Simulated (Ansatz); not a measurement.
Crystal: NiMoIrPdW.

```
Ni Mo Pd Ir W
1.0
     4.11705    0.00000    0.00000
    -2.05853    3.56547    0.00000
     0.00000    0.00000    5.44580
Ni Mo Pd Ir W
1 1 1 1 1
Direct
  0.00000 0.00000 0.95775
  0.66667 0.33333 0.96161
  0.66667 0.33333 0.46295
  0.33333 0.66667 0.72572
  0.33333 0.66667 0.23642
```

The cell was built by a generator and needn't be a form met in nature.

Program: Ansatz 0.2.0. Alike in all runs: potentials or basis Ansatz PAW; spin collinear, ferromagnetic start; cell as given; smearing fermi-dirac 0.05 eV.

Order these runs on this cell by their pressure, lowest first.
A. level RPBE; k mesh 8 × 8 × 5; cutoff (eV) 420; points for each segment of the path 14; mesh quality not flagged
B. level r2SCANh; k mesh 3 × 3 × 2; cutoff (eV) 500; mesh quality coarse
C. level r2SCAN; k mesh 8 × 8 × 5; cutoff (eV) 500; points for each segment of the path 14; mesh quality not flagged

B (-7.0 GPa), C (-4.9 GPa), A (3.7 GPa).

Caveats: some runs use coarse meshes; the PAW data sets come from PBE, with cores solved anew for the run's functional, which leaves a small shift of forces and pressure; the magnetic or orbital state may not be the lowest (some runs); the starting moments weren't kept (some runs); the thresholds are loose for stress (some runs).

Runs at the PBE level aren't shown here.
